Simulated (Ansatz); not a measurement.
# F4H4Si2: the cost of one run

Computed with Ansatz 0.2.0, Gaussian basis. Level: PBE0-D4/def2-SVP.

22 further runs of the same task are left out: 22 set aside as unsound or not needed. Runs told in other sessions of the task aren't counted.

### Step 1. Where the work starts

The first end: 10 atoms, charge 0, spin multiplicity 1.

Atoms are counted from 1 here; the program's logs count them from 0.

Bond lengths: Si1–F3 1.576 Å, Si1–F4 1.575 Å, Si1–F5 1.575 Å, Si1–H6 1.458 Å, F2–Si7 1.608 Å, Si7–H8 1.481 Å, Si7–H9 1.481 Å, Si7–H10 1.479 Å. Angles: F3–Si1–F4 107.3°, F3–Si1–F5 107.3°, F3–Si1–H6 109.9°, F4–Si1–F5 108.3°, F4–Si1–H6 111.9°, F5–Si1–H6 111.9°, F2–Si7–H8 107.7°, F2–Si7–H9 107.7°, F2–Si7–H10 108.2°, H8–Si7–H9 110.9°, H8–Si7–H10 111.1°, H9–Si7–H10 111.1°.

Coordinates:

```
Si   -0.9330   -1.7796   -0.1579
F     1.2544    0.2644   -0.1577
F    -2.0527   -2.8889   -0.1654
F    -0.9562   -1.1011    1.2637
F    -1.3389   -0.6975   -1.2281
H     0.3630   -2.3793   -0.4541
Si    0.9722    1.8160    0.1584
H     1.7349    2.1738    1.3763
H     1.4378    2.6041   -1.0057
H    -0.4816    1.9882    0.3705
```

The second end:

```mol
F4H4Si2
  3D, bonds by distance, orders not assigned

 10  8  0  0  0  0  0  0  0  0999 V2000
   -1.0552   -0.6675    0.0406 Si  0  0
    2.4101   -0.8665   -0.4829 F   0  0
   -0.0781   -1.8927   -0.2912 F   0  0
   -1.7936   -1.0686    1.3784 F   0  0
   -2.1375   -0.6687   -1.1103 F   0  0
    1.7449   -1.5118   -0.4906 H   0  0
    0.0772    1.3618    0.2103 Si  0  0
    1.0618    1.2694    1.3122 H   0  0
    0.7236    1.6591   -1.0881 H   0  0
   -0.9531    2.3855    0.5217 H   0  0
  1  3  8  0
  1  4  8  0
  1  5  8  0
  1  7  8  0
  2  6  8  0
  7  8  8  0
  7  9  8  0
  7 10  8  0
M  END
```

### Step 2. The band at PBE0-D4/def2-SVP

neb/in.yaml reads:

```yaml
crystal:
  periodic: [false, false, false]
  atoms:
    - {symbol: Si, position_ang: [-0.932965, -1.779603, -0.157867]}
    - {symbol: F, position_ang: [1.254402, 0.264447, -0.157730]}
    - {symbol: F, position_ang: [-2.052692, -2.888926, -0.165432]}
    - {symbol: F, position_ang: [-0.956202, -1.101113, 1.263681]}
    - {symbol: F, position_ang: [-1.338869, -0.697467, -1.228130]}
    - {symbol: H, position_ang: [0.363025, -2.379348, -0.454128]}
    - {symbol: Si, position_ang: [0.972225, 1.815987, 0.158418]}
    - {symbol: H, position_ang: [1.734914, 2.173788, 1.376303]}
    - {symbol: H, position_ang: [1.437826, 2.604062, -1.005739]}
    - {symbol: H, position_ang: [-0.481563, 1.988174, 0.370523]}
basis:
  gaussian: {orbitals: def2-SVP}
hamiltonian: {xc: pbe0, dispersion: d4}
neb:
  images: 5
  climbing: true
  max_iterations: 40
  initial_path: idpp
  final_atoms:
    - {symbol: Si, position_ang: [-1.055247, -0.667458, 0.040596]}
    - {symbol: F, position_ang: [2.410056, -0.866535, -0.482947]}
    - {symbol: F, position_ang: [-0.078090, -1.892689, -0.291234]}
    - {symbol: F, position_ang: [-1.793641, -1.068592, 1.378381]}
    - {symbol: F, position_ang: [-2.137473, -0.668706, -1.110313]}
    - {symbol: H, position_ang: [1.744949, -1.511767, -0.490561]}
    - {symbol: Si, position_ang: [0.077176, 1.361803, 0.210278]}
    - {symbol: H, position_ang: [1.061827, 1.269416, 1.312152]}
    - {symbol: H, position_ang: [0.723624, 1.659061, -1.088134]}
    - {symbol: H, position_ang: [-0.953081, 2.385466, 0.521682]}
```

Started as:

```console
$ ansatz run in.yaml --threads 8 --pin off --events-out ev --progress --plain --max-ram 19148MiB
```

**Question.** How long does this run take on 8 threads of Arm Neoverse V1, shared host?

About 99 s.
